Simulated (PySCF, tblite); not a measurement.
**C₆H₁₁BOSi₂: geometry, infrared bands and NMR shifts**

Wanted: the infrared bands and NMR shifts of C₆H₁₁BOSi₂ (`C#C[Si@H]1C=C(B(C)C)[SiH2]O1`), by calculation.

The runs use tblite 0.8.0 and PySCF 2.14.0, with density-fitted response routines of our own; the level of theory stands in each step. All values are computed, except where a source is named. Atoms count from 0, in the outputs and in this text.

### 1 The molecule as given

21 atoms, charge 0, multiplicity 1; geometry from: force field or distance geometry start.

Bonds of the start (Å): C0–C1 1.21, C1–Si2 1.79, Si2–C3 1.84, C3–C4 1.31, C4–B5 1.58, B5–C6 1.60, B5–C7 1.60, C4–Si8 1.85, Si8–O9 1.69, O9–Si2 1.71, C0–H10 1.07, Si2–H11 1.48, C3–H12 1.11, C6–H13 1.10, C6–H14 1.13, C6–H15 1.12, C7–H16 1.11, C7–H17 1.13, C7–H18 1.09, Si8–H19 1.48, Si8–H20 1.46.

### 2 Geometry optimisation with GFN2-xTB

What the job is given:

```
{"job": {"kind": "relax", "xc": "GFN2-xTB", "basis": "xTB"}, "charge": 0, "multiplicity": 1}
C      4.776800     0.491000     1.213400
C      3.808600     0.414300     0.496800
Si     2.386500     0.290100    -0.576400
C      1.001800    -0.702400     0.117800
C     -0.149200    -0.087800     0.058000
B     -1.536100    -0.653400     0.556500
C     -2.188600    -1.914500    -0.184900
C     -2.608400     0.479000     0.929000
Si     0.044000     1.567400    -0.736800
O      1.703700     1.827400    -0.878900
H      5.639100     0.571200     1.837800
H      2.763300    -0.403800    -1.828000
H      1.161800    -1.703600     0.559900
H     -1.430500    -2.703100    -0.311900
H     -2.469900    -1.549100    -1.211900
H     -3.116700    -2.233400     0.349800
H     -3.586000    -0.020000     1.111300
H     -2.738600     1.065700    -0.024500
H     -2.283700     1.145800     1.724500
H     -0.521100     2.637000     0.123100
H     -0.665900     1.499200    -2.015500
```

The run is started by

```bash
> OMP_NUM_THREADS=1 python probes_run.py task.json out
```

The driver reads the jobs from task.json and runs them one after another.

**Question.** This job is followed by: GFN2-xTB harmonic vibrations, gas phase; GIAO PBE0/pcSseg-1 NMR shielding, non-relativistic, gas phase. Predict these results of the whole session: strongest single infrared mode (GFN2-xTB); zero-point energy (GFN2-xTB); ¹³C shifts against TMS (PBE0/pcSseg-1, means over atoms taken as alike); ¹H shifts against TMS (PBE0/pcSseg-1, means over atoms taken as alike); ²⁹Si shifts against TMS (PBE0/pcSseg-1); ¹¹B shifts against BF3·OEt2 (PBE0/pcSseg-1); ¹⁷O shifts against H2O (PBE0/pcSseg-1).

The runs gave:

```
                                                               quantity                                   value
                              strongest single infrared mode (GFN2-xTB)                   2273 cm⁻¹, 697 km/mol
                                           zero-point energy (GFN2-xTB)                           91.9 kcal/mol
¹³C shifts against TMS (PBE0/pcSseg-1, means over atoms taken as alike)     198.7, 139.8, 102.3, 89.5, 15.1 ppm
 ¹H shifts against TMS (PBE0/pcSseg-1, means over atoms taken as alike)  6.51, 5.44, 5.38, 5.34, 1.99, 0.99 ppm
                                ²⁹Si shifts against TMS (PBE0/pcSseg-1)                         -7.2, -22.8 ppm
                            ¹¹B shifts against BF3·OEt2 (PBE0/pcSseg-1)                                85.8 ppm
                                 ¹⁷O shifts against H2O (PBE0/pcSseg-1)                                36.4 ppm
```

What this shows: Over 205 steps the energy fell by 1.064 eV; of the close pairs, C1–Si2 changed most, 1.786 to 1.851 Å. The lowest mode is imaginary (49i cm⁻¹), so the xTB geometry is not a minimum. The strongest single mode, at 2273 cm⁻¹, moves mainly H11 and H20. GFN2-xTB is a fitted tight-binding method: band positions and strengths are rough. Its intensities can rank the bands wrongly. The most deshielded hydrogen is H12 (hydrogen on an alkene CH), at 6.51 ppm: olefinic region. At PBE0/pcSseg-1: The largest span, 291 ppm, is at C1, where the paramagnetic term is -162 ppm.
